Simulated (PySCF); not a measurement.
# C16H15N (3CB): the cost of one run

Computed with PySCF 2.14.0 and routines of our own; the level stands in each step. Atoms count from 0.

## Step 1: The system as given

32 atoms, charge 0, multiplicity 1; geometry from: GFN2-xTB.

## Step 2: Electronic excitations: TDA LC-wPBE/6-31G*

What the job is given:

```
{"job": {"kind": "uv", "basis": "6-31G*", "grid": 1, "kgrid": 0, "vcut": 1.5, "nstates": 5, "ntriplets": 2, "tda": true, "delta": ["ip_vertical"], "pop": false, "xc": "LC-wPBE"}, "charge": 0, "multiplicity": 1}
C     -5.592582    -0.065883    -0.646252
C     -4.072502    -0.060524    -0.734468
C     -3.414917     0.013901     0.649612
C     -1.921618     0.018215     0.507984
C     -1.221439    -1.174522     0.371276
C      0.147371    -1.177254     0.190306
C      0.858511     0.019585     0.153070
C      2.319080     0.020210     0.002937
C      3.103423     0.856658     0.797770
C      4.477173     0.858859     0.682394
C      5.095106     0.020171    -0.246664
C      6.501888     0.022689    -0.375699
N      7.644070     0.027229    -0.479765
C      4.320617    -0.819136    -1.049137
C      2.947665    -0.817882    -0.918025
C      0.157923     1.215455     0.288886
C     -1.213105     1.211944     0.454848
H     -6.030108    -0.119235    -1.640539
H     -5.939601    -0.922611    -0.072595
H     -5.951327     0.839836    -0.162063
H     -3.731840    -0.967211    -1.239743
H     -3.743017     0.794220    -1.329867
H     -3.746852     0.921466     1.158475
H     -3.733000    -0.845464     1.244504
H     -1.757908    -2.111707     0.415997
H      0.676652    -2.115332     0.107311
H      2.626509     1.493150     1.528216
H      5.082832     1.499568     1.306806
H      4.805702    -1.463221    -1.768268
H      2.348966    -1.457262    -1.549691
H      0.690419     2.154246     0.241390
H     -1.743222     2.148805     0.552427
```

Level: TDA LC-wPBE/6-31G*, vertical, gas phase, core orbitals frozen in the response, virtual orbitals cut by energy.

Run with:

```sh
$ OMP_NUM_THREADS=1 python large_run.py task.json out
```

This one command runs all jobs of the session in turn.

**Question.** How long does this first job take on 1 thread of Arm Neoverse N1, shared host, and how much memory does it need?

About 78 s, with a peak of 0.64 GiB.
